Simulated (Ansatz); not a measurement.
# CdAu: the cost of one run

Method: DFT r2SCAN, scalar-relativistic, plane waves, PAW, in Ansatz 0.2.0.

## (1) The starting structure

The structure is cubic, space group Pm-3m (No. 221). Conventional cell: a = 3.320 Å, b = 3.320 Å, c = 3.320 Å, α = 90.00°, β = 90.00°, γ = 90.00°. Around Cd (site symmetry m-3m) lie 8 Au at 2.88 Å. Around Au (site symmetry m-3m) lie 8 Cd at 2.88 Å.

Structure file:

```cif
data_structure
_symmetry_space_group_name_H-M 'Pm-3m'
_symmetry_Int_Tables_number 221
_cell_length_a 3.3200
_cell_length_b 3.3200
_cell_length_c 3.3200
_cell_angle_alpha 90.000
_cell_angle_beta 90.000
_cell_angle_gamma 90.000
_cell_volume 36.59
loop_
_atom_site_label
_atom_site_type_symbol
_atom_site_symmetry_multiplicity
_atom_site_Wyckoff_symbol
_atom_site_fract_x
_atom_site_fract_y
_atom_site_fract_z
_atom_site_occupancy
Cd1 Cd 1 b 0.50000 0.50000 0.50000 1
Au1 Au 1 a 0.00000 0.00000 0.00000 1
```

Source of the structure: the Crystallography Open Database.

(A quick probe on a coarse mesh, which set the mesh and smearing, is not shown.)

## (3) The relaxation

The input, input.yaml:

```yaml
crystal:
  lattice:
    - [3.32, 0.0, 0.0]
    - [0.0, 3.32, 0.0]
    - [0.0, 0.0, 3.32]
  atoms:
    - { symbol: Cd, position: [0.5, 0.5, 0.5] }
    - { symbol: Au, position: [0.0, 0.0, 0.0] }
basis:
  ecutwfc: 500
kpoints:
  mp_grid: { grid: [12, 12, 12] }
hamiltonian:
  xc: r2scan
scf:
  occupations: { method: gaussian, width: 0.1 }
output:
  forces: true
  stress: true
  eigenvalues: true
  write_density: true
  write_potential: true
  elf: true
  volumetric_format: npy
relax:
  adjacent_minimum: "off"
  f_tol: 0.005
  max_steps: 80
  cell: { stress_tol: 0.05 }
```

Command:

```console
$ ansatz run input.yaml --threads 1 --pin off --max-ram 2560MiB --backend cpu --events-out ev --progress --plain --runs-dir out
```

Q: Estimate wall time and peak memory on 1 thread of Intel Xeon 6975P-C (Granite Rapids), shared host.

About 28 s, with a peak of 0.51 GiB.
